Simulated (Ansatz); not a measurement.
# C3H6FNSi: a ladder of functionals and wavefunction methods

An exercise on one series of results from a longer session: the logs are not shown, and one member is left open.

Program: Ansatz 0.2.0, Gaussian basis. Level of theory: functionals in def2-TZVPP, the program's frozen cores in correlated methods. These are calculated values, not measurements.

Plan: LDA (SPW92), PBE-D4, revPBE-D4, BLYP-D4, r2SCAN-D4, B97M-V, PBE0-D4, B3LYP-D4, r2SCANh-D4, r2SCAN0-D4, HSE06-D4, BHLYP-D4, CAM-B3LYP-D4, LC-ωPBE, ωB97X-V, ωB97M-V, B2PLYP, PBE-QIDH; CCSD(T)/def2-SVP; CCSD(T)/def2-TZVPP; MP2/def2-QZVPP; extrapolation to the limit; RPA on PBE.

### The geometry

All runs share one geometry, relaxed beforehand with PBE0-D4 in a triple-zeta def2 set.

SMILES `C[C@@H]1C=N[Si@H]1F`, 12 atoms, charge 0, spin multiplicity 1.

Atoms are counted from 1 here; the program's logs count them from 0.

Bond lengths: C1–C2 1.517 Å, C1–H7 1.093 Å, C1–H8 1.094 Å, C1–H9 1.092 Å, C2–C3 1.523 Å, C2–Si5 1.881 Å, C2–H10 1.095 Å, C3–N4 1.285 Å, C3–H11 1.098 Å, N4–Si5 1.765 Å, Si5–F6 1.592 Å, Si5–H12 1.481 Å. Angles: C2–C1–H7 111.7°, C2–C1–H8 111.5°, C2–C1–H9 110.9°, H7–C1–H8 107.5°, H7–C1–H9 107.6°, H8–C1–H9 107.5°, C1–C2–C3 117.3°, C1–C2–Si5 125.0°, C1–C2–H10 111.2°, C3–C2–Si5 77.3°, C3–C2–H10 109.3°, Si5–C2–H10 112.1°, C2–C3–N4 113.8°, C2–C3–H11 123.5°, N4–C3–H11 122.7°, C3–N4–Si5 87.9°, C2–Si5–N4 80.4°, C2–Si5–F6 119.0° and more.

As a file:

```xyz
12
C3H6FNSi
C     0.97725   -1.10343   -0.55572
C     0.44877    0.05429    0.26966
C    -0.76470   -0.21202    1.15133
N    -1.70660    0.65083    1.01033
Si   -0.79114    1.33324   -0.33522
F    -0.41951    2.87841   -0.23392
H     0.20152   -1.52865   -1.19751
H     1.35638   -1.90853    0.08058
H     1.79768   -0.78019   -1.19930
H     1.24339    0.50513    0.87384
H    -0.84466   -1.07212    1.82974
H    -1.42148    1.12784   -1.65970
```

Set-up of the first run:

Contents of in.yaml:

```yaml
crystal:
  periodic: [false, false, false]
  atoms:
    - {symbol: C, position_ang: [0.977250, -1.103434, -0.555722]}
    - {symbol: C, position_ang: [0.448774, 0.054292, 0.269664]}
    - {symbol: C, position_ang: [-0.764704, -0.212016, 1.151329]}
    - {symbol: N, position_ang: [-1.706601, 0.650831, 1.010328]}
    - {symbol: Si, position_ang: [-0.791141, 1.333236, -0.335224]}
    - {symbol: F, position_ang: [-0.419505, 2.878406, -0.233925]}
    - {symbol: H, position_ang: [0.201519, -1.528646, -1.197510]}
    - {symbol: H, position_ang: [1.356375, -1.908531, 0.080578]}
    - {symbol: H, position_ang: [1.797685, -0.780187, -1.199300]}
    - {symbol: H, position_ang: [1.243390, 0.505128, 0.873843]}
    - {symbol: H, position_ang: [-0.844665, -1.072121, 1.829736]}
    - {symbol: H, position_ang: [-1.421478, 1.127841, -1.659698]}
basis:
  gaussian: {orbitals: def2-TZVPP}
hamiltonian: {xc: lda}
output: {orbitals: {seedname: orbitals}}
```

The run is started by

```
$ ansatz run in.yaml --threads 4 --pin off --events-out ev --progress --plain --max-ram 10444MiB
```

Among the steps run: LDA; PBE-D4 (GGA); revPBE-D4 (GGA); BLYP-D4 (GGA); r2SCAN-D4 (meta-GGA); B97M-V (meta-GGA); B3LYP-D4 (hybrid); r2SCANh-D4 (hybrid); r2SCAN0-D4 (hybrid); HSE06-D4 (hybrid); BHLYP-D4 (hybrid); CAM-B3LYP-D4 (range-separated); LC-ωPBE (range-separated); ωB97X-V (range-separated); ωB97M-V (range-separated); B2PLYP (double hybrid); PBE-QIDH (double hybrid).

One of the session's tables, all rows but one given; the rest of the session is left out.

It belongs to the step «Frontier levels by functional». 

| functional | HOMO (eV) | gap (eV) |
| --- | --- | --- |
| LDA (SPW92) | -6.13 | 3.88 |
| PBE-D4 | -6.01 | 4.01 |
| revPBE-D4 | -5.95 | 4.06 |
| BLYP-D4 | -5.90 | 4.05 |
| r2SCAN-D4 | -6.29 | 4.53 |
| B97M-V | -6.46 | 4.77 |
| PBE0-D4 | -7.48 | 6.60 |
| B3LYP-D4 | -7.25 | 6.12 |
| r2SCANh-D4 | -6.84 | 5.49 |
| r2SCAN0-D4 | ? | ? |
| HSE06-D4 | -7.08 | 5.81 |
| BHLYP-D4 | -8.89 | 9.20 |
| CAM-B3LYP-D4 | -8.92 | 9.22 |
| LC-ωPBE | -10.25 | 11.79 |
| ωB97X-V | -9.92 | 11.36 |
| ωB97M-V | -9.83 | 11.13 |

**Question.** Estimate the row for r2SCAN0-D4.

Worked estimate for «HOMO (eV)». Against the share of exact exchange, r2SCAN-D4 (0, -6.29), r2SCANh-D4 (0.1, -6.84) give a slope of -5.50 per unit share; at 0.25 the line stands at -7.66.

The run gave: HOMO (eV): -7.67; gap (eV): 6.92. In «HOMO (eV)» the line misses by +0.01.
